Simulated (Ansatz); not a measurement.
# CH4BrFSi: a spread of methods and bases

Aim: run CH4BrFSi under a spread of inputs, and see what each costs and gives.

Program: Ansatz 0.2.0, Gaussian basis. Level of theory: the settings change from run to run. These are calculated values, not measurements.

## (1) The geometry

The geometry comes from an earlier relaxation with PBE0-D4 in a triple-zeta def2 set; it is a stationary point, not always the lowest conformer.

SMILES `FC[SiH2]Br`, 8 atoms, charge 0, spin multiplicity 1.

Atoms are counted from 1 here; the program's logs count them from 0.

Bond lengths: F1–C2 1.390 Å, C2–Si3 1.889 Å, C2–H5 1.095 Å, C2–H6 1.095 Å, Si3–Br4 2.222 Å, Si3–H7 1.480 Å, Si3–H8 1.480 Å. Angles: F1–C2–Si3 109.1°, F1–C2–H5 108.7°, F1–C2–H6 108.7°, Si3–C2–H5 111.1°, Si3–C2–H6 111.1°, H5–C2–H6 108.1°, C2–Si3–Br4 106.6°, C2–Si3–H7 111.0°, C2–Si3–H8 111.0°, Br4–Si3–H7 108.6°, Br4–Si3–H8 108.6°, H7–Si3–H8 110.8°.

## (2) wB97/6-31G

This run has atoms shaken by 0.15 Å, a grid of angular degree 23.

in.yaml reads:

```yaml
crystal:
  periodic: [false, false, false]
  atoms:
    - {symbol: F, position_ang: [-0.791726, 1.623321, 0.305249]}
    - {symbol: C, position_ang: [-0.035469, 1.038397, -0.266988]}
    - {symbol: Si, position_ang: [-0.395146, -0.958829, 0.275433]}
    - {symbol: Br, position_ang: [1.400597, -2.200134, -0.362687]}
    - {symbol: H, position_ang: [1.017290, 1.125232, 0.170795]}
    - {symbol: H, position_ang: [0.297050, 1.175244, -1.296355]}
    - {symbol: H, position_ang: [-1.350322, -1.119515, -0.154961]}
    - {symbol: H, position_ang: [-0.334267, -0.806786, 2.046619]}
basis:
  gaussian: {orbitals: 6-31G, final_grid: {core_spheres: 8, valence_spheres: 7, degree: 23}}
hamiltonian: {xc: {name: wB97}}
```

On the command line:

```bash
$ ansatz run in.yaml --threads 4 --pin off --events-out ev --progress --plain --max-ram 10444MiB
```

Standard output:

```text
Functional definition: wB97
  name "wB97"
  cite "Chai & Head-Gordon, J. Chem. Phys. 128, 084106 (2008) doi:10.1063/1.2834918"
  cite "Becke, J. Chem. Phys. 107, 8554 (1997) doi:10.1063/1.475007"
  parameter omega = 0.4/bohr
  parameter cx1 = 1.13116
  parameter cx2 = -2.74915
  parameter cx3 = 12.0900
  parameter cx4 = -5.71642
  parameter css1 = -2.55352
  parameter css2 = 11.8926
  parameter css3 = -26.9452
  parameter css4 = 17.0927
  parameter cos1 = 3.99051
  parameter cos2 = -17.0066
  parameter cos3 = 1.07292
  parameter cos4 = 8.88211
  # The coefficients of nought are those of the uniform gas.
  exchange = spin_sum(e_x_unif_sr(omega)*poly(b97_u_x, 1, cx1, cx2, cx3, cx4)) + exact_x_lr(omega)
  correlation = spin_sum(e_c_pw_same_spin*poly(b97_u_same, 1, css1, css2, css3, css4))
      + integral(e_c_pw_opposite_spin*poly(b97_u_opposite, 1, cos1, cos2, cos3, cos4))
731 factors; integrals over basis functions are off by at most 4.9e-4 eV
293 factors; integrals over basis functions are off by at most 2.1e-5 eV
mean field evaluation 1: about -81725.2954 eV, gradient 2.1e1 eV
mean field evaluation 2: about -81725.9628 eV, gradient 1.6e1 eV
mean field evaluation 4: about -81726.3409 eV, gradient 5.5e-1 eV
mean field evaluation 8: about -81726.3282 eV, gradient 5.3e-2 eV
mean field evaluation 16: about -81726.3282 eV, gradient 1.7e-5 eV
mean field -81726.32817455 eV, -3003.3871643198 hartree, gradient 1.7e-5 eV, S^2 0.000000; 0 other end points of the search recorded, 0 dependent functions left out
reference -81726.32816648 eV, -3003.3871640231 hartree; 34, 34 occupied and 34, 34 virtual orbitals, 731 factors
Total energy: -81726.32816648 eV, -3003.3871640231 hartree
```

Run time: 0.7 s. Hardware: 4 threads of Arm Neoverse V1, shared host.

## (3) wB97M-V/pcseg-2

in.yaml reads:

```yaml
crystal:
  periodic: [false, false, false]
  atoms:
    - {symbol: F, position_ang: [-0.825618, 1.788114, 0.310696]}
    - {symbol: C, position_ang: [0.170665, 0.964144, -0.200939]}
    - {symbol: Si, position_ang: [-0.233215, -0.831732, 0.223197]}
    - {symbol: Br, position_ang: [1.404138, -2.068511, -0.629457]}
    - {symbol: H, position_ang: [1.130278, 1.265266, 0.230864]}
    - {symbol: H, position_ang: [0.224723, 1.111104, -1.284205]}
    - {symbol: H, position_ang: [-1.512074, -1.248833, -0.394853]}
    - {symbol: H, position_ang: [-0.266797, -1.036752, 1.688898]}
basis:
  gaussian: {orbitals: pcseg-2}
hamiltonian: {xc: {name: wB97M-V}}
output: {forces: true}
```

Same command.

Standard output (excerpt; [...] marks lines left out):

```text
Functional definition: wB97M-V
  name "wB97M-V"
  cite "Mardirossian & Head-Gordon, J. Chem. Phys. 144, 214110 (2016) doi:10.1063/1.4952647"
  cite "Becke, J. Chem. Phys. 107, 8554 (1997) doi:10.1063/1.475007"
  cite "Vydrov & Van Voorhis, J. Chem. Phys. 133, 244103 (2010) doi:10.1063/1.3521275"
  # Of w^i u^j: cxij and so on, Table III.
[...]
  gx(w, u) = 1 - cx + cx01*u + cx10*w
  gss(w, u) = css00 + css04*u^4 + css10*w + css20*w^2 + css43*w^4*u^3
  gos(w, u) = cos00 + cos10*w + (cos20 + cos21*u)*w^2 + (cos60 + cos61*u)*w^6
[...]
      + integral(e_c_pw_mod_opposite_spin*gos(b97_w_opposite, b97_u_opposite)) + vv10(b, c)
1158 factors; their error is unknown
246 factors; integrals over basis functions are off by at most 2.0e-5 eV
[...]
mean field -81740.96557195 eV, -3003.9250787528 hartree, gradient 7.7e-5 eV, S^2 0.000000; 0 other end points of the search recorded, 0 dependent functions left out
[...]
reference -81740.96562491 eV, -3003.9250806988 hartree; 34, 34 occupied and 159, 159 virtual orbitals, 1158 factors
Total energy: -81740.96562491 eV, -3003.9250806988 hartree
Atom 0 at    -0.825618     1.788114     0.310696 Å, force    -0.200812     0.160710     0.103664 eV/Å
Atom 1 at     0.170665     0.964144    -0.200939 Å, force     0.303168    -0.190402    -0.161815 eV/Å
Atom 2 at    -0.233215    -0.831732     0.223197 Å, force    -0.169984    -0.038981     0.105530 eV/Å
Atom 3 at     1.404138    -2.068511    -0.629457 Å, force     0.002357     0.013232    -0.002740 eV/Å
Atom 4 at     1.130278     1.265266     0.230864 Å, force    -0.106837    -0.033217    -0.050251 eV/Å
Atom 5 at     0.224723     1.111104    -1.284205 Å, force    -0.004132    -0.015734     0.121554 eV/Å
Atom 6 at    -1.512074    -1.248833    -0.394853 Å, force     0.168584     0.065911     0.076705 eV/Å
Atom 7 at    -0.266797    -1.036752     1.688898 Å, force     0.007655     0.038481    -0.192648 eV/Å
Dipole moment:     0.056293     0.002329    -0.033900 e Å
```

Wall time 8.5 s (4 threads of Arm Neoverse V1, shared host); peak memory 0.63 GiB.

Largest force 0.393 eV/Å, dipole 0.32 D.

## (4) B2PLYP/6-31G

This run has multiplicity 3, the search for lower states set to full.

Edit in.yaml of step 3 so:

```diff
@@ -12,4 +12,5 @@
 basis:
-  gaussian: {orbitals: pcseg-2}
-hamiltonian: {xc: {name: wB97M-V}}
-output: {forces: true}
+  gaussian: {orbitals: 6-31G}
+magnetization: {spin_polarized: true, initial_magnetization: 2}
+hamiltonian: {xc: {name: B2PLYP}}
+scf: {lower_state_search: full}
```

The command is unchanged.

Standard output (excerpt; [...] marks lines left out):

```text
Functional definition: B2PLYP
  name "B2PLYP"
  cite "Grimme, J. Chem. Phys. 124, 034108 (2006) doi:10.1063/1.2148954"
  cite "Becke, Phys. Rev. A 38, 3098 (1988) doi:10.1103/PhysRevA.38.3098"
  cite "Lee, Yang & Parr, Phys. Rev. B 37, 785 (1988) doi:10.1103/PhysRevB.37.785"
[...]
730 factors; integrals over basis functions are off by at most 4.5e-4 eV
[...]
mean field -81701.02630435 eV, -3002.4573377403 hartree, gradient 2.7e-6 eV, S^2 2.003698; 13 other end points of the search recorded, 0 dependent functions left out
16 core orbitals not correlated: weight in the atoms' cores, before any rotation towards them, 1.000 or more for the frozen orbitals, at most 0.000 for the correlated occupied ones
reference -81701.02645463 eV, -3002.4573432628 hartree; 19, 17 occupied and 33, 35 virtual orbitals, 730 factors
second order -14.14152605 eV of doubles, -0.00000000 eV of singles
Total energy: -81704.84466666 eV, -3002.5976599670 hartree
```

It took 15 s on 4 threads of Arm Neoverse V1, shared host.

⟨S²⟩ 2.004.

## (5) BHLYP/def2-mTZVP

Set apart from the defaults: atoms shaken by 0.03 Å, D3(BJ) dispersion, the search for lower states set to full.

in.yaml reads:

```yaml
crystal:
  periodic: [false, false, false]
  atoms:
    - {symbol: F, position_ang: [-0.800947, 1.831610, 0.319064]}
    - {symbol: C, position_ang: [0.148823, 0.953359, -0.215463]}
    - {symbol: Si, position_ang: [-0.236095, -0.848775, 0.207938]}
    - {symbol: Br, position_ang: [1.453007, -2.040154, -0.623612]}
    - {symbol: H, position_ang: [1.103801, 1.295960, 0.197281]}
    - {symbol: H, position_ang: [0.248146, 1.131307, -1.266928]}
    - {symbol: H, position_ang: [-1.515094, -1.251708, -0.371156]}
    - {symbol: H, position_ang: [-0.323038, -1.067107, 1.725217]}
basis:
  gaussian: {orbitals: def2-mTZVP}
hamiltonian: {xc: {name: BHLYP}, dispersion: d3bj}
scf: {lower_state_search: full}
```

Same command.

Standard output:

```text
Functional definition: BHLYP
  name "BHLYP"
  cite "Becke, J. Chem. Phys. 98, 1372 (1993) doi:10.1063/1.464304"
  cite "Becke, Phys. Rev. A 38, 3098 (1988) doi:10.1103/PhysRevA.38.3098"
  cite "Lee, Yang & Parr, Phys. Rev. B 37, 785 (1988) doi:10.1103/PhysRevB.37.785"
  parameter a = 0.5
  exchange = (1 - a)*b88_x + a*exact_x
  correlation = lyp_c
971 factors; integrals over basis functions are off by at most 1.1e-3 eV
mean field evaluation 1: about -81741.7468 eV, gradient 2.8e1 eV
mean field evaluation 2: about -81741.7911 eV, gradient 2.8e1 eV
mean field evaluation 4: about -81743.3304 eV, gradient 3.0e0 eV
mean field evaluation 8: about -81743.3445 eV, gradient 1.8e-1 eV
mean field evaluation 16: about -81743.3446 eV, gradient 3.5e-5 eV
mean field -81743.34461847 eV, -3004.0125070998 hartree, gradient 3.5e-5 eV, S^2 0.000000; 0 other end points of the search recorded, 0 dependent functions left out
reference -81743.34479018 eV, -3004.0125134101 hartree; 34, 34 occupied and 74, 74 virtual orbitals, 971 factors
Total energy: -81743.60497400 eV, -3004.0220749889 hartree
```

Run time: 1.2 s. Hardware: 4 threads of Arm Neoverse V1, shared host.

## (6) wPBEh/ANO-RCC-VTZP

Set apart from the defaults: the search for lower states set to light.

in.yaml reads:

```yaml
crystal:
  periodic: [false, false, false]
  atoms:
    - {symbol: F, position_ang: [-0.825618, 1.788114, 0.310696]}
    - {symbol: C, position_ang: [0.170665, 0.964144, -0.200939]}
    - {symbol: Si, position_ang: [-0.233215, -0.831732, 0.223197]}
    - {symbol: Br, position_ang: [1.404138, -2.068511, -0.629457]}
    - {symbol: H, position_ang: [1.130278, 1.265266, 0.230864]}
    - {symbol: H, position_ang: [0.224723, 1.111104, -1.284205]}
    - {symbol: H, position_ang: [-1.512074, -1.248833, -0.394853]}
    - {symbol: H, position_ang: [-0.266797, -1.036752, 1.688898]}
basis:
  gaussian: {orbitals: ANO-RCC-VTZP}
hamiltonian: {xc: {name: wPBEh}}
scf: {lower_state_search: light}
```

Same command.

Standard output (excerpt; [...] marks lines left out):

```text
Functional definition: wPBEh
  name "wPBEh"
  cite "Heyd, Scuseria & Ernzerhof, J. Chem. Phys. 118, 8207 (2003) doi:10.1063/1.1564060"
  cite "Krukau, Vydrov, Izmaylov & Scuseria, J. Chem. Phys. 125, 224106 (2006) doi:10.1063/1.2404663"
  cite "Heyd & Scuseria, J. Chem. Phys. 120, 7274 (2004) doi:10.1063/1.1668634"
  cite "Ernzerhof & Perdew, J. Chem. Phys. 109, 3313 (1998) doi:10.1063/1.476928"
  cite "Perdew, Burke & Ernzerhof, Phys. Rev. Lett. 77, 3865 (1996) doi:10.1103/PhysRevLett.77.3865"
  parent pbe
[...]
1517 factors; their error is unknown
104 factors; integrals over basis functions are off by at most 2.7e-6 eV
[...]
mean field -82625.22671519 eV, -3036.4210763932 hartree, gradient 3.0e-5 eV, S^2 0.000000; 0 other end points of the search recorded, 0 dependent functions left out
reference -82625.22677438 eV, -3036.4210785682 hartree; 34, 34 occupied and 159, 159 virtual orbitals, 1517 factors
Total energy: -82625.22677438 eV, -3036.4210785682 hartree
Relativity: scalar
```

Wall time 5.5 s (4 threads of Arm Neoverse V1, shared host); peak memory 0.56 GiB.

## (7) SVWN5/def2-SVPD

This run has multiplicity 3.

Edit in.yaml of step 6 so:

```diff
@@ -12,4 +12,5 @@
 basis:
-  gaussian: {orbitals: ANO-RCC-VTZP}
-hamiltonian: {xc: {name: wPBEh}}
-scf: {lower_state_search: light}
+  gaussian: {orbitals: def2-SVPD}
+magnetization: {spin_polarized: true, initial_magnetization: 2}
+hamiltonian: {xc: {name: SVWN5}}
+output: {forces: true}
```

The command is unchanged.

Standard output (excerpt; [...] marks lines left out):

```text
Functional definition: SVWN5
  name "SVWN5"
  cite "Dirac, Proc. Camb. Phil. Soc. 26, 376 (1930) doi:10.1017/S0305004100016108"
  cite "Slater, Phys. Rev. 81, 385 (1951) doi:10.1103/PhysRev.81.385"
  cite "Vosko, Wilk & Nusair, Can. J. Phys. 58, 1200 (1980) doi:10.1139/p80-159"
[...]
1277 factors; their error is unknown
[...]
mean field -81569.17722621 eV, -2997.6119734892 hartree, gradient 1.9e-6 eV, S^2 2.000986; 6 other end points of the search recorded, 0 dependent functions left out
[...]
reference -81569.17727608 eV, -2997.6119753218 hartree; 35, 33 occupied and 105, 107 virtual orbitals, 1277 factors
Total energy: -81569.17727608 eV, -2997.6119753218 hartree
Atom 0 at    -0.825618     1.788114     0.310696 Å, force    -0.263207     0.634478     0.092789 eV/Å
Atom 1 at     0.170665     0.964144    -0.200939 Å, force    -0.041934     0.616844    -0.037756 eV/Å
Atom 2 at    -0.233215    -0.831732     0.223197 Å, force    -2.063557     0.444469     1.188001 eV/Å
Atom 3 at     1.404138    -2.068511    -0.629457 Å, force     2.311723    -1.721888    -1.206286 eV/Å
Atom 4 at     1.130278     1.265266     0.230864 Å, force     0.454213    -0.085777     0.683897 eV/Å
Atom 5 at     0.224723     1.111104    -1.284205 Å, force    -0.373199    -0.226708    -0.700514 eV/Å
Atom 6 at    -1.512074    -1.248833    -0.394853 Å, force    -0.246445     0.129392    -0.402285 eV/Å
Atom 7 at    -0.266797    -1.036752     1.688898 Å, force     0.222407     0.209190     0.382154 eV/Å
Dipole moment:     0.205730     0.086741    -0.131796 e Å
```

It took 6 s on 4 threads of Arm Neoverse V1, shared host; peak memory 0.39 GiB.

Largest force 3.125 eV/Å, dipole 1.25 D, ⟨S²⟩ 2.001.

## (8) r2SCANh/x2c-TZVPPall

This run has multiplicity 3, D3(BJ) with three-body dispersion.

Edit in.yaml of step 7 so:

```diff
@@ -12,5 +12,4 @@
 basis:
-  gaussian: {orbitals: def2-SVPD}
+  gaussian: {orbitals: x2c-TZVPPall}
 magnetization: {spin_polarized: true, initial_magnetization: 2}
-hamiltonian: {xc: {name: SVWN5}}
-output: {forces: true}
+hamiltonian: {xc: {name: r2SCANh}, dispersion: d3bjatm}
```

Same command.

Standard output (excerpt; [...] marks lines left out):

```text
Functional definition: r2SCANh
  name "r2SCANh"
  cite "Bursch, Neugebauer, Ehlert & Grimme, J. Chem. Phys. 156, 134105 (2022) doi:10.1063/5.0086040"
  cite "Furness, Kaplan, Ning, Perdew & Sun, J. Phys. Chem. Lett. 11, 8208 (2020) doi:10.1021/acs.jpclett.0c02405"
  cite "Furness, Kaplan, Ning, Perdew & Sun, J. Phys. Chem. Lett. 11, 9248 (2020) doi:10.1021/acs.jpclett.0c03077"
  parent r2scan
[...]
1266 factors; their error is unknown
[...]
mean field -82629.58601856 eV, -3036.5812778369 hartree, gradient 4.3e-6 eV, S^2 2.007205; 8 other end points of the search recorded, 0 dependent functions left out
reference -82629.58603056 eV, -3036.5812782780 hartree; 35, 33 occupied and 173, 175 virtual orbitals, 1266 factors
Total energy: -82629.63585714 eV, -3036.5831093710 hartree
Relativity: scalar
```

It took 27 s on 4 threads of Arm Neoverse V1, shared host; peak memory 0.9 GiB.

⟨S²⟩ 2.007.

## (9) PBE/x2c-TZVPPall

Set apart from the defaults: the search for lower states set to full.

Edit in.yaml of step 8 so:

```diff
@@ -13,3 +13,3 @@
   gaussian: {orbitals: x2c-TZVPPall}
-magnetization: {spin_polarized: true, initial_magnetization: 2}
-hamiltonian: {xc: {name: r2SCANh}, dispersion: d3bjatm}
+hamiltonian: {xc: {name: PBE}}
+scf: {lower_state_search: full}
```

Same command.

Standard output:

```text
Functional definition: PBE
  name "PBE"
  cite "Perdew, Burke & Ernzerhof, Phys. Rev. Lett. 77, 3865 (1996) doi:10.1103/PhysRevLett.77.3865"
  parent pbe
  parameter kappa = 0.804
  parameter beta = 0.06672455060314922
  exchange = pbe_x(kappa = kappa, mu = beta*pi^2/3)
  correlation = pbe_c(beta = beta)
1252 factors; their error is unknown
mean field evaluation 1: about -82616.7855 eV, gradient 4.6e1 eV
mean field evaluation 2: about -82610.9174 eV, gradient 6.4e1 eV
mean field evaluation 4: about -82621.4898 eV, gradient 3.3e0 eV
mean field evaluation 8: about -82621.4846 eV, gradient 3.2e-1 eV
mean field evaluation 16: about -82621.4847 eV, gradient 1.4e-5 eV
mean field -82621.48468334 eV, -3036.2835592590 hartree, gradient 1.4e-5 eV, S^2 0.000000; 0 other end points of the search recorded, 0 dependent functions left out
reference -82621.48471990 eV, -3036.2835606027 hartree; 34, 34 occupied and 174, 174 virtual orbitals, 1252 factors
Total energy: -82621.48471990 eV, -3036.2835606027 hartree
Relativity: scalar
```

Wall time 1.8 s (4 threads of Arm Neoverse V1, shared host); peak memory 0.26 GiB.

## (10) PBE0/x2c-TZVPPall

This run has charge +1, multiplicity 2, atoms shaken by 0.08 Å, finite nuclei, D4 dispersion.

in.yaml reads:

```yaml
crystal:
  periodic: [false, false, false]
  atoms:
    - {symbol: F, position_ang: [-0.882239, 1.809005, 0.348802]}
    - {symbol: C, position_ang: [0.120429, 0.813965, -0.182446]}
    - {symbol: Si, position_ang: [-0.239850, -0.732619, 0.220846]}
    - {symbol: Br, position_ang: [1.439574, -1.943351, -0.681471]}
    - {symbol: H, position_ang: [1.117462, 1.296531, 0.335063]}
    - {symbol: H, position_ang: [0.210190, 1.099975, -1.397678]}
    - {symbol: H, position_ang: [-1.459414, -1.183050, -0.513853]}
    - {symbol: H, position_ang: [-0.325931, -0.992795, 1.714711]}
basis:
  gaussian: {orbitals: x2c-TZVPPall, nuclear_model: gaussian}
total_charge: 1
magnetization: {spin_polarized: true, initial_magnetization: 1}
hamiltonian: {xc: {name: PBE0}, dispersion: d4}
```

Launched as before.

Standard output (excerpt; [...] marks lines left out):

```text
Functional definition: PBE0
  name "PBE0"
  cite "Adamo & Barone, J. Chem. Phys. 110, 6158 (1999) doi:10.1063/1.478522"
  cite "Perdew, Burke & Ernzerhof, Phys. Rev. Lett. 77, 3865 (1996) doi:10.1103/PhysRevLett.77.3865"
  parent pbe
[...]
1288 factors; their error is unknown
[...]
mean field -82611.13818031 eV, -3035.9033322858 hartree, gradient 9.3e-6 eV, S^2 0.756141; 8 other end points of the search recorded, 0 dependent functions left out
reference -82611.13820799 eV, -3035.9033333031 hartree; 34, 33 occupied and 174, 175 virtual orbitals, 1288 factors
Total energy: -82611.26409655 eV, -3035.9079596224 hartree
Relativity: scalar
```

Wall time 23 s (4 threads of Arm Neoverse V1, shared host); peak memory 1.1 GiB.

⟨S²⟩ 0.756.

## (11) The runs in one table

```
               level  charge  multiplicity  geometry  functions  energy (eV)   time
          wB97/6-31G       0             1    shaken         68   -81726.328  0.7 s
     wB97M-V/pcseg-2       0             1   relaxed        193   -81740.966  8.5 s
        B2PLYP/6-31G       0             3   relaxed         68   -81704.845   15 s
    BHLYP/def2-mTZVP       0             1    shaken        108   -81743.605  1.2 s
  wPBEh/ANO-RCC-VTZP       0             1   relaxed        193   -82625.227  5.5 s
     SVWN5/def2-SVPD       0             3   relaxed        140   -81569.177    6 s
r2SCANh/x2c-TZVPPall       0             3   relaxed        208   -82629.636   27 s
    PBE/x2c-TZVPPall       0             1   relaxed        208   -82621.485  1.8 s
   PBE0/x2c-TZVPPall       1             2    shaken        208   -82611.264   23 s
```

## (12) Summary of results

```
                                         quantity                       value
                                             runs                           9
                                         quickest           wB97/6-31G, 0.7 s
                                          slowest  r2SCANh/x2c-TZVPPall, 27 s
spread of total energies, same state and geometry                    884.3 eV
```

**Reading.** Run time spans a factor of 38, from wB97/6-31G to r2SCANh/x2c-TZVPPall. The jobs differ in tasks and options as well as level. The totals spread over 884 eV; they can't be compared across methods or bases. Some of these runs are scalar-relativistic and others not, which shifts the totals of all-electron atoms past neon by eV; core potentials, where a basis has them, take the core out of the total altogether. At the PBE0-D4/def2-TZVP geometry and in the same state, runs without warnings or point charges leave forces up to 0.39 eV/Å (wB97M-V/pcseg-2).
